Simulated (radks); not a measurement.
# Cu⁺ in [Ar] 3d10: an all-electron calculation

The task here is to estimate one member of a computed series from the others.

The numbers are computed with radks (a radial shooting solver on a logarithmic mesh, Libxc functionals) version 1 (scalar-relativistic Kohn-Sham, PBE, spin-polarised, spherical densities, point nucleus), except any that are marked as measured or tabulated.

**The system**

* element: copper (Z = 29)
* charge: +1
* electrons: 28
* configuration: [Ar] 3d10

The outer shells:

Cu⁺
```
[Ar] core
3d [↑↓][↑↓][↑↓][↑↓][↑↓]
```

Set-up of the first run:

The run's settings:

```text
Z 29
configuration [Ar] 3d10
relativity scalar-relativistic
functional pbe,pbe
spin polarised
nucleus point
c 137.035999084
```

Steps of the session up to this table: Self-consistent calculation.

One of the session's tables, all rows but one given; the rest of the session is left out.

It belongs to the step «Radial structure». Sizes of the orbitals, from the radial functions (bohr):

```
level      <r>  outermost maximum (interpolated)  90 % within  nodes
   1s  0.05213                            0.0341       0.0931      0
   2s   0.2352                             0.197        0.364      1
   2p   0.2064                             0.158        0.338      0
   3s   0.7127                             0.614         1.07      2
   3p        ?                                 ?            ?      ?
   3d    1.015                             0.604         1.83      0
```

**Question.** Estimate the row for 3p.

**Answer.** <r>: 0.7505; outermost maximum (interpolated): 0.620; 90 % within: 1.16; nodes: 1. In the column «<r>» it lies between 3s (0.7127) and 3d (1.015).
